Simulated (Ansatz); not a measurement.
**CH8B2N2: a ladder of functionals and wavefunction methods**

One table from this session's results is given with a row withheld; the runs are named, their logs left out.

Method: functionals in def2-TZVPP, the program's frozen cores in correlated methods; program: Ansatz 0.2.0, Gaussian basis.

The runs, in order: LDA (SPW92), PBE-D4, revPBE-D4, BLYP-D4, r2SCAN-D4, B97M-V, PBE0-D4, B3LYP-D4, r2SCANh-D4, r2SCAN0-D4, HSE06-D4, BHLYP-D4, CAM-B3LYP-D4, LC-ωPBE, ωB97X-V, ωB97M-V, B2PLYP, PBE-QIDH; CCSD(T)/def2-SVP; CCSD(T)/def2-TZVPP; MP2/def2-QZVPP; extrapolation to the limit; RPA on PBE.

## The relaxed structure

An earlier PBE0-D4 in a triple-zeta def2 set relaxation fixed the geometry.

SMILES `BNBNC`, 13 atoms, charge 0, spin multiplicity 1.

Atoms are counted from 1 here; the program's logs count them from 0.

Bond lengths: B1–N2 1.402 Å, B1–H6 1.195 Å, B1–H7 1.199 Å, N2–B3 1.452 Å, N2–H8 1.010 Å, B3–N4 1.394 Å, B3–H9 1.200 Å, N4–C5 1.445 Å, N4–H10 1.006 Å, C5–H11 1.095 Å, C5–H12 1.092 Å, C5–H13 1.090 Å. Angles: N2–B1–H6 120.6°, N2–B1–H7 118.9°, H6–B1–H7 120.5°, B1–N2–B3 132.1°, B1–N2–H8 114.7°, B3–N2–H8 112.6°, N2–B3–N4 125.3°, N2–B3–H9 117.8°, N4–B3–H9 116.9°, B3–N4–C5 130.3°, B3–N4–H10 115.9°, C5–N4–H10 113.8°, N4–C5–H11 112.5°, N4–C5–H12 110.1°, N4–C5–H13 110.3°, H11–C5–H12 108.2°, H11–C5–H13 107.6°, H12–C5–H13 108.0°.

Set-up of the first run:

File in.yaml:

```yaml
crystal:
  periodic: [false, false, false]
  atoms:
    - {symbol: B, position_ang: [-0.360825, 0.839436, 1.706839]}
    - {symbol: N, position_ang: [-1.023677, 0.967752, 0.478628]}
    - {symbol: B, position_ang: [-1.024624, 0.143802, -0.716603]}
    - {symbol: N, position_ang: [0.023035, -0.677298, -1.129246]}
    - {symbol: C, position_ang: [1.346325, -0.851857, -0.576695]}
    - {symbol: H, position_ang: [0.418955, -0.048066, 1.887136]}
    - {symbol: H, position_ang: [-0.607440, 1.619438, 2.583142]}
    - {symbol: H, position_ang: [-1.729744, 1.689799, 0.453505]}
    - {symbol: H, position_ang: [-1.994335, 0.184328, -1.423031]}
    - {symbol: H, position_ang: [-0.148496, -1.227077, -1.953762]}
    - {symbol: H, position_ang: [1.394783, -1.675008, 0.143373]}
    - {symbol: H, position_ang: [2.062616, -1.054928, -1.376012]}
    - {symbol: H, position_ang: [1.663827, 0.055080, -0.062473]}
basis:
  gaussian: {orbitals: def2-TZVPP}
hamiltonian: {xc: lda}
output: {orbitals: {seedname: orbitals}}
```

Among the steps run: LDA; PBE-D4 (GGA); revPBE-D4 (GGA); BLYP-D4 (GGA); r2SCAN-D4 (meta-GGA); B97M-V (meta-GGA); PBE0-D4 (hybrid); B3LYP-D4 (hybrid); r2SCANh-D4 (hybrid); r2SCAN0-D4 (hybrid); HSE06-D4 (hybrid); BHLYP-D4 (hybrid); CAM-B3LYP-D4 (range-separated); LC-ωPBE (range-separated); ωB97X-V (range-separated); ωB97M-V (range-separated); B2PLYP (double hybrid); PBE-QIDH (double hybrid).

One table of the session follows, with a row left open; its other results are not shown here.

It belongs to the step «Frontier levels by functional». 

| functional | HOMO (eV) | gap (eV) |
| --- | --- | --- |
| LDA (SPW92) | -6.29 | 4.71 |
| PBE-D4 | -6.13 | 4.81 |
| revPBE-D4 | -6.06 | 4.86 |
| BLYP-D4 | -5.99 | 4.82 |
| r2SCAN-D4 | -6.33 | 5.37 |
| B97M-V | -6.43 | 5.38 |
| PBE0-D4 | -7.37 | 7.01 |
| B3LYP-D4 | -7.14 | 6.57 |
| r2SCANh-D4 | -6.80 | 6.18 |
| r2SCAN0-D4 | -7.53 | 7.39 |
| HSE06-D4 | -6.97 | 6.23 |
| BHLYP-D4 | -8.54 | 9.18 |
| CAM-B3LYP-D4 | -8.74 | 9.44 |
| LC-ωPBE | -10.11 | 11.98 |
| ωB97X-V | ? | ? |
| ωB97M-V | -9.68 | 11.19 |

Estimate the missing values for ωB97X-V.

As computed: HOMO (eV): -9.74; gap (eV): 11.51. In the column «HOMO (eV)» it lies between LC-ωPBE (-10.11) and ωB97M-V (-9.68).
